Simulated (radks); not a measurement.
# Nuclear size and the levels of Ga⁺

An exercise on one series of results from a longer session: the logs are not shown, and one member is left open.

Program: radks (a radial shooting solver on a logarithmic mesh, Libxc functionals) version 1. Level of theory: Dirac Kohn-Sham, exchange-only LDA, spin-unpolarised, spherical densities, finite nucleus. These are calculated values, not measurements, unless marked.

## The atom as given

| Item | Value |
| --- | --- |
| element | gallium (Z = 31) |
| charge | +1 |
| electrons | 30 |
| configuration | [Ar] 3d10 4s2 |
| nuclear rms radius | 3.9973 fm |

Outer shells as boxes (Hund's rule):

Ga⁺
```
[Ar] core
3d [↑↓][↑↓][↑↓][↑↓][↑↓]
4s [↑↓]
```

Set-up of the first run:

The run's settings:

```text
Z 31
configuration [Ar] 3d10 4s2 4p0 5s0
relativity Dirac
functional lda,
spin unpolarised
j_filling average
nucleus finite rms 3.9973 fm
c 137.035999084
```

Steps of the session up to this table: rms radius 3.9973 fm.

One table of the session follows, with a row left open; its other results are not shown here.

It belongs to the step «rms radius 3.9973 fm». Radial moments (bohr):

| level | <r> | outermost maximum (interpolated) | 90 % within | nodes |
| --- | --- | --- | --- | --- |
| 3p1/2 | 0.6729 | 0.561 | 1.04 | 1 |
| 3p3/2 | ? | ? | ? | ? |
| 3d3/2 | 0.8071 | 0.530 | 1.39 | 0 |
| 3d5/2 | 0.8135 | 0.532 | 1.41 | 0 |
| 4s1/2 | 2.229 | 1.85 | 3.36 | 3 |
| 4p1/2 | 2.867 | 2.31 | 4.41 | 2 |
| 4p3/2 | 2.910 | 2.35 | 4.48 | 2 |
| 5s1/2 | 6.356 | 5.61 | 9.34 | 4 |

**Question.** Estimate the row for 3p3/2.

As computed: <r>: 0.6839; outermost maximum (interpolated): 0.570; 90 % within: 1.06; nodes: 1. In the column «<r>» it lies between 3p1/2 (0.6729) and 3d3/2 (0.8071).
